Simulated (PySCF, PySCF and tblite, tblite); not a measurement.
# C3H10B2OS: a path driven as rotation about a bond, and NMR exchange, part 2 of 2

PySCF and tblite. Atoms count from 0. The steps go on from the part before.

## 8. Shieldings, end: PBE0/pcSseg-1

Job settings and geometry (Å):

```
{"job": {"kind": "nmr", "xc": "PBE0", "basis": "pcSseg-1", "pop": false}, "charge": 0, "multiplicity": 1}
B      0.441248     1.085973    -0.325555
B      0.675780    -0.432728     0.323939
O      1.739985    -0.879929     1.012724
C      2.889553    -0.128831     1.294410
S     -0.608596    -1.737537     0.214350
C     -1.839328    -1.010034    -0.941703
C     -2.364262     0.329457    -0.471637
H      0.543773     1.305610    -1.475172
H      0.318646     2.034100     0.359269
H      3.022494    -0.087349     2.378237
H      3.753789    -0.630267     0.851803
H      2.817736     0.887950     0.896106
H     -2.640362    -1.746141    -0.994138
H     -1.368332    -0.926203    -1.920668
H     -3.121401     0.704977    -1.158635
H     -2.797259     0.243735     0.522629
H     -1.542866     1.051434    -0.429333
```

The log of the run:

```text
coarse grid: 14344 points
cycle   1  E = -642.8664882365  dE =  6.090e-01  |g| = 5.701e-01  |ddm| = 3.524e+00
cycle   2  E = -642.7819228603  dE =  8.457e-02  |g| = 8.970e-01  |ddm| = 1.361e+00
cycle   3  E = -642.9312211768  dE = -1.493e-01  |g| = 1.050e-01  |ddm| = 9.135e-01
cycle   4  E = -642.9334894621  dE = -2.268e-03  |g| = 3.201e-02  |ddm| = 1.208e-01
cycle   5  E = -642.9337272075  dE = -2.377e-04  |g| = 7.881e-03  |ddm| = 3.536e-02
cycle   6  E = -642.9337434365  dE = -1.623e-05  |g| = 2.658e-03  |ddm| = 1.095e-02
cycle   7  E = -642.9337453061  dE = -1.870e-06  |g| = 5.966e-04  |ddm| = 3.628e-03
final grid: 132720 points
cycle   8  E = -642.9858015133  dE = -3.919e-05  |g| = 1.123e-02  |ddm| = 3.015e-02
cycle   9  E = -642.9857759998  dE =  2.551e-05  |g| = 1.598e-02  |ddm| = 1.930e-02
cycle  10  E = -642.9858283606  dE = -5.236e-05  |g| = 1.586e-03  |ddm| = 1.247e-02
cycle  11  E = -642.9858289051  dE = -5.445e-07  |g| = 2.864e-04  |ddm| = 1.764e-03
cycle  12  E = -642.9858289244  dE = -1.926e-08  |g| = 8.642e-05  |ddm| = 4.383e-04
cycle  13  E = -642.9858289262  dE = -1.823e-09  |g| = 2.872e-05  |ddm| = 1.279e-04
cycle  14  E = -642.9858289264  dE = -1.787e-10  |g| = 5.574e-06  |ddm| = 2.430e-05
converged SCF energy = -642.9858289264

GIAO shielding tensors (ppm)
atom      isotropic    diamagn.    paramagn.     s11        s22        s33       span
  0 B       13.146     200.016    -186.870    -92.983    -20.298    152.719    245.702
  1 B       44.839     194.943    -150.104      0.749     40.842     92.927     92.179
  2 O      165.612     393.352    -227.739    -48.908    193.026    352.718    401.626
  3 C      124.066     243.180    -119.115     91.654     99.178    181.366     89.713
  4 S      398.553    1059.682    -661.129    291.223    364.090    540.347    249.125
  5 C      156.956     252.300     -95.343    138.984    160.680    171.205     32.221
  6 C      149.992     250.815    -100.823    120.984    153.295    175.697     54.712
  7 H       22.848      31.506      -8.658     11.717     25.791     31.036     19.319
  8 H       22.667      31.310      -8.643     11.595     25.636     30.769     19.174
  9 H       27.379      27.259       0.120     24.088     25.093     32.956      8.868
 10 H       27.421      27.090       0.331     23.914     25.436     32.915      9.001
 11 H       28.358      29.275      -0.917     24.812     27.445     32.818      8.006
 12 H       29.464      30.278      -0.813     23.974     27.843     36.577     12.603
 13 H       28.857      32.028      -3.170     23.662     27.893     35.016     11.354
 14 H       29.818      28.729       1.089     25.205     26.791     37.458     12.254
 15 H       29.857      30.697      -0.841     27.143     27.902     34.525      7.383
 16 H       34.612      33.550       1.062     31.174     33.539     39.122      7.948
```

Run time: 51 s. Hardware: 1 thread of AMD EPYC, shared host; peak memory 0.83 GiB.

In short: HOMO -6.79 eV, LUMO -1.93 eV; dipole 1.99 D.

## 9. Barriers, rates and exchange

Job settings and geometry (Å):

```
{"job": {"smiles": "BB(OC)SCC", "charge": 0, "mult": 1, "motion": "rotation", "what": "boronate", "atoms": [1, 2], "drives": [{"terms": [["t", [0, 1, 2, 3], 0.5], ["t", [4, 1, 2, 3], 0.5]], "by": 180, "n": 12}], "study": "path", "level": {"kind": "nmr", "xc": "PBE0", "basis": "pcSseg-1"}, "fields": [80, 600, 800], "first": 5, "seed": 197, "kind": "path"}, "charge": 0, "multiplicity": 1}
B      0.102568     1.728859    -0.488831
B      0.866829     0.399977     0.157572
O      2.076660     0.497378     0.713520
C      2.800612    -0.555375     1.307770
S      0.050990    -1.261188     0.159907
C     -1.430214    -1.019276    -0.889034
C     -2.366007     0.039747    -0.345581
H     -0.010407     1.892057    -1.645359
H     -0.285801     2.603486     0.189564
H      2.415970    -0.751318     2.311714
H      2.714660    -1.472979     0.719582
H      3.845231    -0.248281     1.370092
H     -1.915481    -1.994828    -0.912194
H     -1.087839    -0.767013    -1.892406
H     -3.255060     0.113414    -0.970323
H     -2.667966    -0.201783     0.671643
H     -1.861744     1.009155    -0.337186
```

The log of the run:

```text
stationary points (kcal/mol above the start)
  n  kind          group   xTB      DFT    lowest mode
  0  minimum      C1       0.00     0.00      27.9
  1  saddle       C1      13.09    12.14    -261.6
  2  minimum      C1       2.54     1.70      66.0

GFN2-xTB energies: T/K, barrier G, reaction G (kcal/mol), k forward, k back (1/s)
 150.00    12.18     2.57   5.53e-06     0.0302
 200.00    12.21     2.59      0.189        128
 250.00    12.24     2.61        103   1.97e+04
 298.15    12.29     2.63   6.12e+03    5.2e+05
 350.00    12.34     2.65   1.43e+05   6.51e+06
 400.00    12.40     2.67   1.39e+06   4.03e+07
 500.00    12.55     2.71   3.41e+07   5.23e+08

PBE0/pcSseg-1 + D3(BJ) energies: T/K, barrier G, reaction G (kcal/mol), k forward, k back (1/s)
 150.00    11.24     1.72   0.000133     0.0432
 200.00    11.26     1.75       2.06        167
 250.00    11.30     1.77        694   2.44e+04
 298.15    11.34     1.79   3.03e+04   6.22e+05
 350.00    11.39     1.81   5.61e+05   7.59e+06
 400.00    11.45     1.83    4.6e+06   4.61e+07
 500.00    11.60     1.87   8.84e+07   5.82e+08
```

Wall time 4 min (1 thread of AMD EPYC, shared host); peak memory 0.83 GiB. This counts the whole study up to here.

Barriers by level (kcal/mol; entropies in cal/(mol K)). Zero-point and thermal terms come from xTB in every row. ΔG‡ leaves symmetry out; the rate counts one path; effective ΔG‡, where given, is the barrier that would give that rate by Eyring's equation alone:

```
                 level    ΔE‡  with zero-point    ΔH‡   ΔS‡  ΔG‡ (298 K)  ΔE of reaction  k at 298 K (1/s)  effective ΔG‡
              GFN2-xTB  13.09            12.15  11.96  -1.1        12.29            2.54           6.1e+03          12.29
PBE0/pcSseg-1 + D3(BJ)  12.14            11.20  11.01  -1.1        11.34            1.69             3e+04          11.34
```

Sites that the driver pairs across this motion, and where their lines would merge (no couplings; faster rotations or exchange between molecules can average them sooner):

```
 nucleus                            sites: shielding (ppm)  proton frequency (MHz)  spread (Hz)  coalescence (K)  lines at 298 K
$^{13}$C                        C3: 129.8; C3 (end): 124.1                     800         1159        not given               –
$^{13}$C                        C6: 154.3; C6 (end): 150.0                     800          866        not given               –
$^{17}$O                        O2: 172.6; O2 (end): 165.6                     800          760        not given               –
$^{11}$B                          B1: 47.3; B1 (end): 44.8                     800          627        not given               –
$^{11}$B                          B0: 12.2; B0 (end): 13.1                     800          248        not given               –
 $^{1}$H                        H8: 22.91; H8 (end): 22.67                     800          193        not given               –
 $^{1}$H  H14, H15, H16: 31.20; H14, H15, H16 (end): 31.43                     800          181        not given               –
 $^{1}$H                      H12: 29.29; H12 (end): 29.46                     800          138        not given               –
```

A dash: the driver gave no coalescence for this row (it judged the minor form too scarce).

Rows that set an atom against itself at the end compare its shielding in the two forms.

Lines of quadrupolar nuclei are broad, so their coalescence could hardly be seen.

## 10. Results

The summary covers parts 1 to 2.

```
                        quantity                               value
barrier (PBE0/pcSseg-1 + D3(BJ))  ΔE‡ 12.1, ΔG‡(298 K) 11.3 kcal/mol
              barrier (GFN2-xTB)                   ΔE‡ 13.1 kcal/mol
                   rate at 298 K                           3e+04 s⁻¹
                 end of the path         1.7 kcal/mol from the start
```

In words: DFT puts the top 12.1 kcal/mol above the start (xTB: 13.1); the rate from the DFT barrier is 3e+04 s⁻¹ at 298 K. An error of 1.4 kcal/mol changes that rate tenfold.
